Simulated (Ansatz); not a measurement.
# Si15BC16: the cost of one run

Computed with Ansatz 0.2.0 (DFT, PBE, plane-wave PAW, default files, scalar-relativistic, as far as a step names no other, unless a step's input says otherwise).

**1. The starting structure**

Symmetry: P3m1, No. 156, trigonal system. The conventional cell has a = 6.152 Å, b = 6.152 Å, c = 10.096 Å, α = 90.00°, β = 90.00°, γ = 120.00°. B (site symmetry 3m) has 4 C at 1.87 to 1.94 Å as nearest neighbours. Si (site symmetry 3m) has 4 C at 1.87 to 1.94 Å as nearest neighbours. Si (site symmetry m) has 4 C at 1.87 to 1.94 Å as nearest neighbours. Only part of the 16 independent sites is listed.

Coordinates:

```cif
data_structure
_symmetry_space_group_name_H-M 'P3m1'
_symmetry_Int_Tables_number 156
_cell_length_a 6.1520
_cell_length_b 6.1520
_cell_length_c 10.0960
_cell_angle_alpha 90.000
_cell_angle_beta 90.000
_cell_angle_gamma 120.000
_cell_volume 330.91
loop_
_atom_site_label
_atom_site_type_symbol
_atom_site_symmetry_multiplicity
_atom_site_Wyckoff_symbol
_atom_site_fract_x
_atom_site_fract_y
_atom_site_fract_z
_atom_site_occupancy
B1 B 1 a 0.00000 0.00000 0.00000 1
Si1 Si 1 a 0.00000 0.00000 0.50000 1
Si2 Si 3 d 0.00000 0.50000 0.00000 1
Si3 Si 3 d 0.00000 0.50000 0.50000 1
Si4 Si 3 d 0.16667 0.83333 0.25000 1
Si5 Si 3 d 0.16667 0.83333 0.75000 1
Si6 Si 1 c 0.66667 0.33333 0.25000 1
Si7 Si 1 c 0.66667 0.33333 0.75000 1
C1 C 1 a 0.00000 0.00000 0.19250 1
C2 C 1 a 0.00000 0.00000 0.69250 1
C3 C 3 d 0.00000 0.50000 0.19250 1
C4 C 3 d 0.00000 0.50000 0.69250 1
C5 C 3 d 0.16667 0.83333 0.44250 1
C6 C 3 d 0.16667 0.83333 0.94250 1
C7 C 1 c 0.66667 0.33333 0.44250 1
C8 C 1 c 0.66667 0.33333 0.94250 1
```

Atom 1 of the input is the impurity.

**2. Gradients at the starting positions**

File input.yaml:

```yaml
crystal:
  lattice:
    - [6.152, 0.0, 0.0]
    - [-3.076, 5.327788284, 0.0]
    - [0.0, 0.0, 10.096]
  atoms:
    - { symbol: B, position: [0.1666666666, 0.3333333334, 0.0] }
    - { symbol: Si, position: [0.1666666666, 0.3333333334, 0.5] }
    - { symbol: Si, position: [0.1666666666, 0.8333333334, 0.0] }
    - { symbol: Si, position: [0.1666666666, 0.8333333334, 0.5] }
    - { symbol: Si, position: [0.6666666666, 0.3333333334, 0.0] }
    - { symbol: Si, position: [0.6666666666, 0.3333333334, 0.5] }
    - { symbol: Si, position: [0.6666666666, 0.8333333334, 0.0] }
    - { symbol: Si, position: [0.6666666666, 0.8333333334, 0.5] }
    - { symbol: Si, position: [0.3333333334, 0.1666666666, 0.25] }
    - { symbol: Si, position: [0.3333333334, 0.1666666666, 0.75] }
    - { symbol: Si, position: [0.3333333334, 0.6666666666, 0.25] }
    - { symbol: Si, position: [0.3333333334, 0.6666666666, 0.75] }
    - { symbol: Si, position: [0.8333333334, 0.1666666666, 0.25] }
    - { symbol: Si, position: [0.8333333334, 0.1666666666, 0.75] }
    - { symbol: Si, position: [0.8333333334, 0.6666666666, 0.25] }
    - { symbol: Si, position: [0.8333333334, 0.6666666666, 0.75] }
    - { symbol: C, position: [0.1666666666, 0.3333333334, 0.1925] }
    - { symbol: C, position: [0.1666666666, 0.3333333334, 0.6925] }
    - { symbol: C, position: [0.1666666666, 0.8333333334, 0.1925] }
    - { symbol: C, position: [0.1666666666, 0.8333333334, 0.6925] }
    - { symbol: C, position: [0.6666666666, 0.3333333334, 0.1925] }
    - { symbol: C, position: [0.6666666666, 0.3333333334, 0.6925] }
    - { symbol: C, position: [0.6666666666, 0.8333333334, 0.1925] }
    - { symbol: C, position: [0.6666666666, 0.8333333334, 0.6925] }
    - { symbol: C, position: [0.3333333334, 0.1666666666, 0.4425] }
    - { symbol: C, position: [0.3333333334, 0.1666666666, 0.9425] }
    - { symbol: C, position: [0.3333333334, 0.6666666666, 0.4425] }
    - { symbol: C, position: [0.3333333334, 0.6666666666, 0.9425] }
    - { symbol: C, position: [0.8333333334, 0.1666666666, 0.4425] }
    - { symbol: C, position: [0.8333333334, 0.1666666666, 0.9425] }
    - { symbol: C, position: [0.8333333334, 0.6666666666, 0.4425] }
    - { symbol: C, position: [0.8333333334, 0.6666666666, 0.9425] }
total_charge: -1
kpoints:
  mp_grid: { grid: [4, 4, 2] }
scf:
  occupations: { method: fermi_dirac, width: 0.01 }
hamiltonian:
  xc: pbe
  pseudopotentials: { kind: paw }
output:
  forces: true
  stress: true
  populations: true
  efg: { quadrupole_moments_barn: { B: 0.04059 }, contact_densities: true }
```

Started as:

```bash
> ansatz run input.yaml --threads 1 --pin off --max-ram 3072MiB --backend cpu --events-out ev --progress --plain --runs-dir out
```

What time and memory should one allow on 1 thread of AMD EPYC 9R45 (Zen 5), shared host?

About 12 s, with a peak of 0.69 GiB.
